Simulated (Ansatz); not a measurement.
# GaP2: further runs on a relaxed guess

This session takes a relaxed cell of GaP2 and sets out to compute bands, density of states and charges.

Method: DFT PBE, scalar-relativistic, plane waves, PAW, in Ansatz 0.2.0.

1 further run of the same task is left out (it didn't finish). Runs told in other sessions of the task aren't counted.

## Step 1: The starting structure

Symmetry: Pmc2_1, No. 26, orthorhombic system. Conventional cell: a = 3.251 Å, b = 5.158 Å, c = 7.051 Å, α = 90.00°, β = 90.00°, γ = 90.00°. Ga (site symmetry m) has 4 P at 2.44 to 2.57 Å in its first shell of neighbours. P (site symmetry m) is surrounded by 2 P at 2.25 Å and 2 Ga at 2.57 Å. Around P (site symmetry m) lie 2 P at 2.25 Å and 2 Ga at 2.44 to 2.53 Å.

Coordinates:

```
Ga P
1.0
     3.25135    0.00000    0.00000
     0.00000    5.15771    0.00000
     0.00000    0.00000    7.05125
Ga P
2 4
Direct
  0.50000 0.28199 0.53569
  0.50000 0.71801 0.03569
  0.00000 0.66863 0.52211
  0.00000 0.33137 0.02211
  0.50000 0.86104 0.69298
  0.50000 0.13896 0.19298
```

The cell was relaxed beforehand at this level, from a database cell with other species swapped in; it is a trial structure. At a tolerance of 0.05 Å it has space group Pmc2_1 (No. 26); it has 19.71 Å³/atom, an uncorrected energy of +0.07 eV/atom over the elements.

## Step 2: Electronic structure at the relaxed geometry

input.yaml

```yaml
crystal:
  lattice:
    - [3.2513494097, 0.0, 0.0]
    - [0.0, 5.157707621, 0.0]
    - [0.0, 0.0, 7.0512537173]
  atoms:
    - { symbol: Ga, position: [0.5, 0.2819911264, 0.5356931824] }
    - { symbol: Ga, position: [0.5, 0.7180088736, 0.0356931824] }
    - { symbol: P, position: [0.0, 0.6686307865, 0.5221079599] }
    - { symbol: P, position: [0.0, 0.3313692135, 0.0221079599] }
    - { symbol: P, position: [0.5, 0.8610392961, 0.6929794559] }
    - { symbol: P, position: [0.5, 0.1389607039, 0.1929794559] }
basis:
  ecutwfc: 420
kpoints:
  mp_grid: { grid: [12, 8, 6] }
  band_path:
    path:
      - [[0.0, 0.0, 0.0], [0.5, 0.0, 0.0], [0.5, 0.5, 0.0], [0.0, 0.5, 0.0], [0.0, 0.0, 0.0], [0.0, 0.0, 0.5], [0.5, 0.0, 0.5], [0.5, 0.5, 0.5], [0.0, 0.5, 0.5], [0.0, 0.0, 0.5]]
      - [[0.5, 0.0, 0.0], [0.5, 0.0, 0.5]]
      - [[0.0, 0.5, 0.0], [0.0, 0.5, 0.5]]
      - [[0.5, 0.5, 0.0], [0.5, 0.5, 0.5]]
    npoints: 14
hamiltonian:
  xc: pbe
scf:
  occupations: { method: gaussian, width: 0.1 }
  n_extra_bands: 15
output:
  forces: true
  stress: true
  eigenvalues: true
  populations: true
  dos: { projected: true, de: 0.02, nscf_kmesh: { grid: [15, 10, 8] } }
  bader: true
  write_density: true
  write_potential: true
  elf: true
  volumetric_format: npy
```

The run is started by

```sh
ansatz run input.yaml --threads 1 --pin off --max-ram 2560MiB --backend cpu --events-out ev --progress --plain --runs-dir out
```

What does the calculation give? Wanted: gap; states at the Fermi level; Bader charges.

The runs gave:

```
                 quantity                         value
                      gap                  none (metal)
states at the Fermi level          1.74 per eV per cell
            Bader charges  Ga +0.61, P -0.33 to -0.28 e
```

In words: There is no gap at this level. Of the projected weight within 0.25 eV of the Fermi level, the largest part is P 3p (50 %) and Ga 4p (27 %). Bader charges go up to 0.6 e.
